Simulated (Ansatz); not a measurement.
# HfH2 (singlet): from Hartree-Fock to the top rungs at scale of all distances = 1.133, def2-SVP

How much of the correlation energy of HfH2 (singlet) does each wave-function method recover here?

The runs use Ansatz 0.2.0, Gaussian basis; def2-SVP, core rule «outside noble gas», up to 4 orbitals frozen.

The runs, in order: UHF; CCSD(T) on RHF; CCSD(T) on UHF; CISD; CCSDT(Q) on RHF; CCSDT(Q) on UHF; CASSCF and MRCISD+Q, 2 electrons in 2 orbitals; CASSCF and NEVPT2, 2 electrons in 2 orbitals; Full CI.

16 further runs of the same task are left out: 8 for a known fault of the program, 6 that didn't finish, 2 set aside as unsound or not needed.

**1. The geometry**

The geometry derives from a PBE0/def2-TZVP stationary point (not a proven minimum). All distances are scaled together. No spin-orbit coupling is included. Elements past krypton take def2 core potentials.

3 atoms, charge 0, spin multiplicity 1.

Atoms are counted from 1 here; the program's logs count them from 0.

Bond lengths: Hf1–H2 2.166 Å, Hf1–H3 2.166 Å. Angles: H2–Hf1–H3 180.0°.

Geometry (Å):

```mol
H2Hf
  3D, bonds by distance, orders not assigned

  3  2  0  0  0  0  0  0  0  0999 V2000
    0.0000    0.0000    0.0000 Hf  0  0
    0.0000    0.0000   -2.1661 H   0  0
    0.0000    0.0000    2.1661 H   0  0
  1  2  8  0
  1  3  8  0
M  END
```

**2. UHF**

File in.yaml:

```yaml
crystal:
  periodic: [false, false, false]
  atoms:
    - {symbol: Hf, position_ang: [0.000000, 0.000000, 0.000000]}
    - {symbol: H, position_ang: [0.000000, 0.000000, -2.166069]}
    - {symbol: H, position_ang: [0.000000, 0.000000, 2.166069]}
basis:
  gaussian: {orbitals: def2-SVP}
magnetization: {spin_polarized: true, initial_magnetization: 0}
hamiltonian: {xc: hf}
output: {orbitals: {seedname: orbitals}}
```

Started as:

```bash
$ ansatz run in.yaml --threads 1 --pin off --events-out ev --progress --plain --max-ram 2393MiB
```

After this run come: CCSD(T) on RHF; CCSD(T) on UHF; CISD; CCSDT(Q) on RHF; CCSDT(Q) on UHF; CASSCF and MRCISD+Q, 2 electrons in 2 orbitals; CASSCF and NEVPT2, 2 electrons in 2 orbitals; Full CI.

Before running them: what should the planned runs give, taken together? Wanted: FCI below the RHF energy; RMP2 from FCI; UMP2 from FCI; RCCSD from FCI; RCCSD(T) from FCI; UCCSD(T) from FCI; RCCSDT(Q) from FCI; UCCSDT(Q) from FCI; NEVPT2 pair from FCI.

The runs gave:

```
                         quantity                                                                    value
         FCI below the RHF energy                                                               -2.8690 eV
                    RMP2 from FCI                                                             +88.7 kJ/mol
                    UMP2 from FCI                                                             +66.1 kJ/mol
                   RCCSD from FCI                                                             +11.9 kJ/mol
                RCCSD(T) from FCI                                                              +3.8 kJ/mol
                UCCSD(T) from FCI                                                              +3.6 kJ/mol
               RCCSDT(Q) from FCI                                                               0.0 kJ/mol
               UCCSDT(Q) from FCI                                                              +0.9 kJ/mol
             NEVPT2 pair from FCI                                                             +84.2 kJ/mol
           MRCISD+Q pair from FCI                                                              -1.9 kJ/mol
levels within 1 kcal/mol (43 meV)  RCCSD(T), UCCSD(T), RCCSDT, UCCSDT, RCCSDT(Q), UCCSDT(Q), MRCISD+Q pair
                    T1 diagnostic                                                                    0.014
   effectively unpaired electrons                                                                     0.52
```

RCCSD(T) lands +3.8 kJ/mol from the yardstick (1.4 % of the correlation energy). MRCISD+Q pair falls below full CI: the +Q correction isn't variational, and the cores differ from full CI's. The occupations show some static correlation. Of the multireference levels listed MRCISD+Q pair comes nearest in total energy (-1.9 kJ/mol), which doesn't show that its space is the better one. These misses are within one basis, not against nature.
